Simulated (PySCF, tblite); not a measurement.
# C4H6N2O2Si: geometry, infrared bands and NMR shifts

Aim: predict the infrared bands and NMR shifts of C4H6N2O2Si (`C/C(C#N)=N/[Si@@H](O)C=O`).

The runs use tblite 0.8.0 and PySCF 2.14.0, with density-fitted response routines of our own; the level of theory stands in each step. All values are computed, except where a source is named. Atoms are numbered from 0 throughout.

## Step 1: Starting geometry

15 atoms, charge 0, multiplicity 1; geometry from: force field or distance geometry start.

Bonds of the start (Å): C0–C1 1.51, C1–C2 1.46, C2–N3 1.16, C1–N4 1.28, N4–Si5 1.75, Si5–O6 1.66, Si5–C7 1.87, C7–O8 1.23, C0–H9 1.09, C0–H10 1.09, C0–H11 1.09, Si5–H12 1.49, O6–H13 0.97, C7–H14 1.11.

## Step 2: Optimising the geometry with GFN2-xTB

What the job is given:

```
{"job": {"kind": "relax", "xc": "GFN2-xTB", "basis": "xTB"}, "charge": 0, "multiplicity": 1}
C      2.298000    -1.003000     0.742100
C      0.917900    -0.378500     0.730700
C      0.082700    -0.677600     1.888200
N     -0.601600    -0.865700     2.801400
N      0.548800     0.401700    -0.215300
Si    -1.040000     1.117100    -0.318600
O     -0.845500     2.162200    -1.598800
C     -2.414200    -0.135500    -0.513900
O     -2.139900    -1.335500    -0.569600
H      2.206100    -2.079900     0.910900
H      2.788900    -0.822400    -0.213200
H      2.882000    -0.563300     1.549200
H     -1.217000     1.934000     0.915900
H     -0.023500     1.987500    -2.090800
H     -3.447100     0.266900    -0.579800
```

Run with:

```
$ OMP_NUM_THREADS=1 python probes_run.py task.json out
```

The driver reads the jobs from task.json and runs them one after another.

**Question.** This job is followed by: GFN2-xTB harmonic vibrations, gas phase; GIAO PBE0/pcSseg-1 NMR shielding, non-relativistic, gas phase. Predict these results of the whole session: strongest single infrared mode (GFN2-xTB); zero-point energy (GFN2-xTB); ¹³C shifts against TMS (PBE0/pcSseg-1); ¹H shifts against TMS (PBE0/pcSseg-1, means over atoms taken as alike); ¹⁵N shifts against NH3 (PBE0/pcSseg-1); ²⁹Si shifts against TMS (PBE0/pcSseg-1); ¹⁷O shifts against H2O (PBE0/pcSseg-1).

The runs gave:

| quantity | value |
| --- | --- |
| strongest single infrared mode (GFN2-xTB) | 796 cm⁻¹, 232 km/mol |
| zero-point energy (GFN2-xTB) | 60.1 kcal/mol |
| ¹³C shifts against TMS (PBE0/pcSseg-1) | 245.1, 160.9, 116.9, 36.2 ppm |
| ¹H shifts against TMS (PBE0/pcSseg-1, means over atoms taken as alike) | 12.10, 5.19, 2.64, 2.49 ppm |
| ¹⁵N shifts against NH3 (PBE0/pcSseg-1) | 420.3, 311.6 ppm |
| ²⁹Si shifts against TMS (PBE0/pcSseg-1) | -63.8 ppm |
| ¹⁷O shifts against H2O (PBE0/pcSseg-1) | 934.8, 36.3 ppm |

**Reading.** Over 163 steps the energy fell by 0.376 eV; of the close pairs, Si5–C7 changed most, 1.870 to 1.919 Å. All 39 modes are real, so the xTB geometry is a minimum. The strongest single mode, at 796 cm⁻¹, moves mainly H13. Unscaled tight-binding wavenumbers are off by several per cent, some by more. Its intensities can rank the bands wrongly. At PBE0/pcSseg-1: The widest tensor belongs to O8: span 2059 ppm, with a paramagnetic part of -1000 ppm.
